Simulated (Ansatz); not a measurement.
# Zn15AgO16: the cost of one run

Program: Ansatz 0.2.0. Level of theory: DFT, PBE, plane-wave PAW, default files, scalar-relativistic, as far as a step names no other. These are calculated values, not measurements.

### 1 Starting point

The structure is trigonal, space group P3m1 (No. 156). Conventional cell: a = 6.499 Å, b = 6.499 Å, c = 10.411 Å, α = 90.00°, β = 90.00°, γ = 120.00°. Around Ag (site symmetry 3m) lie 4 O at 1.97 to 1.98 Å. Zn (site symmetry 3m) is surrounded by 4 O at 1.97 to 1.98 Å. Around Zn (site symmetry m) lie 4 O at 1.97 to 1.98 Å. Only part of the 16 independent sites is listed.

Structure file:

```
Ag Zn O
1.0
     6.49862    0.00000    0.00000
    -3.24931    5.62797    0.00000
     0.00000    0.00000   10.41142
Ag Zn O
1 15 16
Direct
  0.16667 0.33333 0.25000
  0.16667 0.33333 0.75000
  0.16667 0.83333 0.25000
  0.16667 0.83333 0.75000
  0.66667 0.33333 0.25000
  0.66667 0.33333 0.75000
  0.66667 0.83333 0.25000
  0.66667 0.83333 0.75000
  0.33333 0.16667 0.00000
  0.33333 0.16667 0.50000
  0.33333 0.66667 0.00000
  0.33333 0.66667 0.50000
  0.83333 0.16667 0.00000
  0.83333 0.16667 0.50000
  0.83333 0.66667 0.00000
  0.83333 0.66667 0.50000
  0.33333 0.16667 0.18951
  0.33333 0.16667 0.68951
  0.33333 0.66667 0.18951
  0.33333 0.66667 0.68951
  0.83333 0.16667 0.18951
  0.83333 0.16667 0.68951
  0.83333 0.66667 0.18951
  0.83333 0.66667 0.68951
  0.16667 0.33333 0.43950
  0.16667 0.33333 0.93951
  0.16667 0.83333 0.43950
  0.16667 0.83333 0.93951
  0.66667 0.33333 0.43950
  0.66667 0.33333 0.93951
  0.66667 0.83333 0.43950
  0.66667 0.83333 0.93951
```

Atom 1 of the input is the impurity.

### 2 Single point at the given positions

input.yaml

```yaml
crystal:
  lattice:
    - [6.498616, 0.0, 0.0]
    - [-3.249308, 5.6279665454, 0.0]
    - [0.0, 0.0, 10.411418]
  atoms:
    - { symbol: Ag, position: [0.1666666666, 0.3333333334, 0.25] }
    - { symbol: Zn, position: [0.1666666666, 0.3333333334, 0.75] }
    - { symbol: Zn, position: [0.1666666666, 0.8333333334, 0.25] }
    - { symbol: Zn, position: [0.1666666666, 0.8333333334, 0.75] }
    - { symbol: Zn, position: [0.6666666666, 0.3333333334, 0.25] }
    - { symbol: Zn, position: [0.6666666666, 0.3333333334, 0.75] }
    - { symbol: Zn, position: [0.6666666666, 0.8333333334, 0.25] }
    - { symbol: Zn, position: [0.6666666666, 0.8333333334, 0.75] }
    - { symbol: Zn, position: [0.3333333334, 0.1666666666, 0.0] }
    - { symbol: Zn, position: [0.3333333334, 0.1666666666, 0.5] }
    - { symbol: Zn, position: [0.3333333334, 0.6666666666, 0.0] }
    - { symbol: Zn, position: [0.3333333334, 0.6666666666, 0.5] }
    - { symbol: Zn, position: [0.8333333334, 0.1666666666, 0.0] }
    - { symbol: Zn, position: [0.8333333334, 0.1666666666, 0.5] }
    - { symbol: Zn, position: [0.8333333334, 0.6666666666, 0.0] }
    - { symbol: Zn, position: [0.8333333334, 0.6666666666, 0.5] }
    - { symbol: O, position: [0.3333333334, 0.1666666666, 0.189505] }
    - { symbol: O, position: [0.3333333334, 0.1666666666, 0.689505] }
    - { symbol: O, position: [0.3333333334, 0.6666666666, 0.189505] }
    - { symbol: O, position: [0.3333333334, 0.6666666666, 0.689505] }
    - { symbol: O, position: [0.8333333334, 0.1666666666, 0.189505] }
    - { symbol: O, position: [0.8333333334, 0.1666666666, 0.689505] }
    - { symbol: O, position: [0.8333333334, 0.6666666666, 0.189505] }
    - { symbol: O, position: [0.8333333334, 0.6666666666, 0.689505] }
    - { symbol: O, position: [0.1666666666, 0.3333333334, 0.439505] }
    - { symbol: O, position: [0.1666666666, 0.3333333334, 0.939505] }
    - { symbol: O, position: [0.1666666666, 0.8333333334, 0.439505] }
    - { symbol: O, position: [0.1666666666, 0.8333333334, 0.939505] }
    - { symbol: O, position: [0.6666666666, 0.3333333334, 0.439505] }
    - { symbol: O, position: [0.6666666666, 0.3333333334, 0.939505] }
    - { symbol: O, position: [0.6666666666, 0.8333333334, 0.439505] }
    - { symbol: O, position: [0.6666666666, 0.8333333334, 0.939505] }
total_charge: -1
kpoints:
  mp_grid: { grid: [3, 3, 2] }
scf:
  occupations: { method: fermi_dirac, width: 0.01 }
hamiltonian:
  xc: pbe
  pseudopotentials: { kind: paw }
output:
  forces: true
  stress: true
  populations: true
  efg:
    quadrupole_moments_barn: { Zn: 0.122, O: -0.02558 }
    contact_densities: true
```

The run is started by

```
$ ansatz run input.yaml --threads 1 --pin off --max-ram 3072MiB --backend cpu --events-out ev --progress --plain --runs-dir out
```

Q: Estimate wall time and peak memory on 1 thread of AMD EPYC 9R45 (Zen 5), shared host.

About 35 s, with a peak of 0.95 GiB.
